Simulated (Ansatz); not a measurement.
Wanted: the native input for an Ansatz 0.2.0 run.

```
Task                : band structure
Functional          : PBE
Potentials or basis : all-electron LAPW, scalar-relativistic
Cutoff              : 282 eV (chosen from the basis error)
Basis error allowed : 0.002 eV/atom
k mesh              : 7 × 7 × 2
Occupations         : fermi-dirac, width 0.05 eV
Spin                : collinear spin, ferromagnetic start
Starting moments    : [1.0, 1.0, 0.0, 0.6, 0.0] μB
```

The system is NiMoIrPdW.

```
Ni Mo Pd Ir W
1.0
     2.76078    0.00000    0.00000
    -1.38039    2.39090    0.00000
     0.00000    0.00000   11.34051
Ni Mo Pd Ir W
1 1 1 1 1
Direct
  0.00000 0.00000 0.70917
  0.66667 0.33333 0.29425
  0.66667 0.33333 0.89901
  0.00000 0.00000 0.10604
  0.66667 0.33333 0.52921
```

The cell was built by a generator and needn't be a form met in nature.

One way to write it, as run:

input.yaml

```yaml
crystal:
  lattice:
    - [2.76078, 0.0, 0.0]
    - [-1.38039, 2.3909, 0.0]
    - [0.0, 0.0, 11.34051]
  atoms:
    - { symbol: Ni, position: [0.0, 0.0, 0.70917], spin: 1.0 }
    - { symbol: Mo, position: [0.66667, 0.33333, 0.29425], spin: 1.0 }
    - { symbol: Pd, position: [0.66667, 0.33333, 0.89901] }
    - { symbol: Ir, position: [0.0, 0.0, 0.10604], spin: 0.6 }
    - { symbol: W, position: [0.66667, 0.33333, 0.52921] }
kpoints:
  mp_grid: { grid: [7, 7, 2] }
  band_path:
    path:
      - [0.0, 0.0, 0.0]
      - [0.5, 0.0, 0.0]
      - [0.3333333333, 0.3333333333, 0.0]
      - [0.0, 0.0, 0.0]
      - [0.0, 0.0, 0.5]
      - [0.5, 0.0, 0.5]
      - [0.3333333333, 0.3333333333, 0.5]
      - [0.0, 0.0, 0.5]
    npoints: 12
scf:
  occupations: { method: fermi_dirac, width: 0.05 }
hamiltonian:
  xc: pbe
  pseudopotentials: { kind: all_electron, lapw: { basis_error: 0.002 } }
magnetization:
  spin_polarized: true
output:
  forces: true
  stress: true
  eigenvalues: true
```

Potentials or basis: all-electron LAPW, scalar-relativistic.

Launch:

```bash
$ ansatz run input.yaml --threads 8 --pin off --max-ram 24576MiB --backend cpu --events-out ev --progress --plain --runs-dir out
```

Results of the run:

The pressure is -0.2 GPa and the largest force is 0.316 eV/Å. The band gap along the path is none (metal or under the smearing width), the net moment is 0.00 μB per cell and the absolute moment is 0.00 μB per cell.

Caveat: the k mesh is coarse (spacing up to 0.38 Å⁻¹), so the values aren't converged; the k mesh is thin for a metal, which can move the energy by tens of meV per atom; spin-orbit coupling is left out, which moves the levels of the heavy elements; the starting moments weren't kept.

Wall time 48 s on 8 threads of Intel(R) Xeon(R) Platinum 8488C (Sapphire Rapids), on a shared host, peak memory 1.5 GiB.
